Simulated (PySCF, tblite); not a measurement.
# C₇H₆FS+: geometry, infrared bands and NMR shifts

Aim: predict the infrared bands and NMR shifts of C₇H₆FS+ (`C=C(F)c1cc[s+]cc1`).

Programs: tblite 0.8.0 and PySCF 2.14.0, with density-fitted response routines of our own. Each step states its level of theory. These are calculated values for one molecule in the gas phase, unless marked as measured. Atoms are numbered from 0 throughout.

### Step 1. Starting geometry

15 atoms, charge 1, multiplicity 1; geometry from: force field or distance geometry start.

Bonds of the start (Å): C0–C1 1.32, C1–F2 1.37, C1–C3 1.48, C3–C4 1.38, C4–C5 1.38, C5–S6 1.70, S6–C7 1.72, C7–C8 1.37, C8–C3 1.37, C0–H9 1.08, C0–H10 1.07, C4–H11 1.10, C5–H12 1.09, C7–H13 1.09, C8–H14 1.09.

### Step 2. Relaxing the molecule with GFN2-xTB

What the job is given:

```
{"job": {"kind": "relax", "xc": "GFN2-xTB", "basis": "xTB"}, "charge": 1, "multiplicity": 1}
C      2.430200     0.719800     0.024600
C      1.582800    -0.229300    -0.329300
F      2.162200    -1.333000    -0.909500
C      0.124300    -0.152700    -0.102600
C     -0.406900     0.956600     0.513100
C     -1.753700     1.142400     0.765700
S     -2.823700    -0.100800     0.313300
C     -1.947500    -1.396100    -0.407200
C     -0.585000    -1.250800    -0.515400
H      3.470800     0.545400    -0.190900
H      2.176300     1.644800     0.493600
H      0.228800     1.801000     0.825300
H     -2.129400     2.039300     1.251800
H     -2.462100    -2.292000    -0.769700
H     -0.071500    -2.086600    -0.984700
```

Run with:

```console
OMP_NUM_THREADS=1 python probes_run.py task.json out
```

One launch serves the whole session: the jobs run in the order shown.

**Question.** This job is followed by: GFN2-xTB harmonic vibrations, gas phase; GIAO PBE0/pcSseg-1 NMR shielding, non-relativistic, gas phase. What will the session give for the following? strongest single infrared mode (GFN2-xTB); zero-point energy (GFN2-xTB); 13C shifts against TMS (PBE0/pcSseg-1, means over atoms taken as alike); 1H shifts against TMS (PBE0/pcSseg-1, means over atoms taken as alike); 19F shifts against CFCl3 (PBE0/pcSseg-1); 33S shifts against CS2 (PBE0/pcSseg-1).

As calculated:

| quantity | value |
| --- | --- |
| strongest single infrared mode (GFN2-xTB) | 1542 cm⁻¹, 330 km/mol |
| zero-point energy (GFN2-xTB) | 66.2 kcal/mol |
| 13C shifts against TMS (PBE0/pcSseg-1, means over atoms taken as alike) | 167.5, 165.1, 157.6, 136.7, 130.8 ppm |
| 1H shifts against TMS (PBE0/pcSseg-1, means over atoms taken as alike) | 9.64, 9.16, 7.38, 7.23 ppm |
| 19F shifts against CFCl3 (PBE0/pcSseg-1) | -111.2 ppm |
| 33S shifts against CS2 (PBE0/pcSseg-1) | 329 ppm |

Relaxing lowered the energy by 0.460 eV in 30 steps; the close pair that moved most is C3–C8, from 1.371 to 1.409 Å. No mode is imaginary among the 39: a minimum at this level. The strongest single mode, at 1542 cm⁻¹, is carried by C4, C8, C5, C7. GFN2-xTB is a fitted tight-binding method: band positions and strengths are rough. Its intensities can rank the bands wrongly. At PBE0/pcSseg-1: The widest tensor belongs to S6: span 709 ppm, with a paramagnetic part of -880 ppm. NICS(1)zz of -21 ppm above the planar ring from C3 marks a diatropic (aromatic) ring current. By nearest atom (PBE0/pcSseg-1), the HOMO sits on C0 31 %; C1 24 % and the LUMO on C3 22 %; S6 22 %.
